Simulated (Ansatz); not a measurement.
**BiTe (Fm-3m): relaxation of the ions, by script**

A script is to give a relaxation of the ions; the system is BiTe (Fm-3m).

All numbers are computed with Ansatz 0.2.0 through its Python package. Level of theory: DFT PBEsol, plane waves, PAW.

## (1) Starting point

Symmetry: Fm-3m, No. 225, cubic system. The conventional cell has a = 6.470 Å, b = 6.470 Å, c = 6.470 Å, α = 90.00°, β = 90.00°, γ = 90.00°. Bi (site symmetry m-3m) is surrounded by 6 Te at 3.23 Å. Te (site symmetry m-3m) is surrounded by 6 Bi at 3.23 Å.

No structure file is read: the coordinates are typed or built in the script.

## (2) The script

File run_relax.py:

```python
"""Relax the ions of BiTe at fixed cell."""

import itertools
import warnings

import ansatz as az
from ase import Atoms
from ase.neighborlist import neighbor_list
import matplotlib.pyplot as plt
import numpy as np

warnings.simplefilter("ignore", az.DeckWarning)

lattice = az.Lattice.of(
    [0.0, 3.235, 3.235],
    [3.235, 0.0, 3.235],
    [3.235, 3.235, 0.0],
)
sites = [
    ("Bi", [0.0, 0.0, 0.0]),
    ("Te", [0.5, 0.5, 0.5]),
]
system = az.Crystal(lattice=lattice)
for symbol, position in sites:
    system = system.atom(symbol, position)

base = (
    system.calculation()
    .functional(az.Functional.PBESOL)
    .basis(380)
    .kpoints(4, shift=0.5)
    .occupations(az.OccupationsMethod.FERMI_DIRAC, width=0.01)
    .relax(force_tolerance=0.05, density_extrapolation="second_order", random_displacement=True, displacement_amplitude=0.1, displacement_seed=608)
    .density()
)
steps = []


def collect(event):
    if event["event"] == "relax_step":
        steps.append(event["data"])


result = base.session().plan().execute(on_event=collect)
r = result.report
print("step   energy (eV)     max force (eV/A)  SCF")
for s in steps:
    print(f"{s['step']:4d} {s['lagrangian_ev']:15.5f} {s['allowed_force_max_ev_ang']:12.4f} {s['n_scf']:5d}")

first, last = steps[0], steps[-1]
symbols = [site.symbol for site in result.lattice.sites]
print(f"energy gained {first['lagrangian_ev'] - last['lagrangian_ev']:.4f} eV in {len(steps) - 1} steps")

print("atom   start x y z (A)              end x y z (A)")
for symbol, a, b in zip(symbols, first["positions_ang"], last["positions_ang"]):
    print(f"{symbol:3s}", " ".join(f"{v:8.4f}" for v in a), "  ", " ".join(f"{v:8.4f}" for v in b))

final = Atoms(symbols, positions=last["positions_ang"], cell=result.lattice.cell_ang, pbc=True)
i, j, d = neighbor_list("ijd", final, 4.0)
for atom in range(len(final)):
    near = np.argsort(np.where(i == atom, d, np.inf))[:4]
    print(f"{symbols[atom]}{atom}:", ", ".join(f"{symbols[j[m]]} {d[m]:.3f}" for m in near if i[m] == atom))

fig, (top, bottom) = plt.subplots(2, 1, sharex=True, figsize=(4.5, 4))
top.plot([s["lagrangian_ev"] - last["lagrangian_ev"] for s in steps], "o-")
top.set_ylabel("E - E(final) (eV)")
bottom.semilogy([max(s["allowed_force_max_ev_ang"], 1e-6) for s in steps], "s-")
bottom.set(xlabel="step", ylabel="largest force (eV/A)")
fig.tight_layout()
fig.savefig("relax.png", dpi=100)

energy = r["free_energy_ev"]
print("BiTe: {:.6f} eV = {:.6f} Ry = {:.6f} Ha".format(energy, energy / 13.605693, energy / 27.211386))
print("Fermi level {:.4f} eV, {} k-points, {} symmetry operations".format(r["fermi_energy_ev"], r["n_kpoints"], r["n_symmetry_ops"]))

# valence electrons inside a sphere about each atom
rho = result.density()
total = sum(channel.density_e_per_ang3 for channel in rho.channels[:2])
grid_cell = np.asarray(rho.fft_grid_basis) @ result.lattice.cell_ang
mesh = np.stack(np.meshgrid(*[np.arange(n) / n for n in rho.dims], indexing="ij"), axis=-1)
for site in result.lattice.sites:
    offset = mesh - site.position_ang @ np.linalg.inv(grid_cell)
    offset -= offset.round()
    distance = np.min([np.linalg.norm((offset + shift) @ grid_cell, axis=-1) for shift in itertools.product((-1, 0, 1), repeat=3)], axis=0)
    inside = [total[distance < radius].sum() * rho.cell_volume_ang3 / total.size for radius in (0.8, 1.0, 1.2)]
    print(site.symbol, "electrons within 0.8, 1.0, 1.2 A:", np.round(inside, 2))
```

## (3) The calls as engine input

The engine receives this input:

```yaml
crystal:
  lattice:
    - [0.0, 3.235, 3.235]
    - [3.235, 0.0, 3.235]
    - [3.235, 3.235, 0.0]
  atoms:
    - { symbol: Bi, position: [0.0, 0.0, 0.0] }
    - { symbol: Te, position: [0.5, 0.5, 0.5] }
basis:
  ecutwfc: 380.0
kpoints:
  mp_grid:
    grid: [4, 4, 4]
    shift: [0.5, 0.5, 0.5]
hamiltonian:
  xc: pbesol
scf:
  occupations:
    method: fermi_dirac
    width: 0.01
relax:
  f_tol: 0.05
  density_extrapolation: second_order
  random_displacement:
    amplitude: 0.1
    seed: 608
output:
  write_density: true
```

## (4) Launch

Run with:

```bash
> python run_relax.py
```

Without the output at hand: what should come out? Wanted: free energy; moves of the relaxation; energy gained; last largest force component.

As calculated:

| quantity | value |
| --- | --- |
| free energy | -19143.6145 eV (-9571.8072 eV/atom) |
| moves of the relaxation | 2 |
| energy gained | 25.5 meV/atom |
| last largest force component | 0.0028 eV/Å |

In words: After 2 moves the largest shift is 0.093 Å. The script had first distorted the structure, so the gain undoes that, in part or whole. Within 0.02 Å the atoms end in space group Fm-3m, from P1 at the start. The cutoff lies under the one recommended for these potentials. The mesh is modest for a metal, so energies can be off by several to tens of meV an atom and pressures by half a GPa or more; differences at equal mesh fare better. An absolute Fermi energy rests on an arbitrary zero of the periodic potential and has no direct meaning. Energies along a relaxation are free energies. A last row that repeats the one before re-solves the same geometry more tightly. The first row is the displaced cell, and groups found at tight tolerances show what the force threshold leaves of the kick. Spin-orbit coupling, which matters for elements this heavy, is left out. Grid values close to the nuclei reflect the PAW or pseudopotential construction, not the all-electron fields.
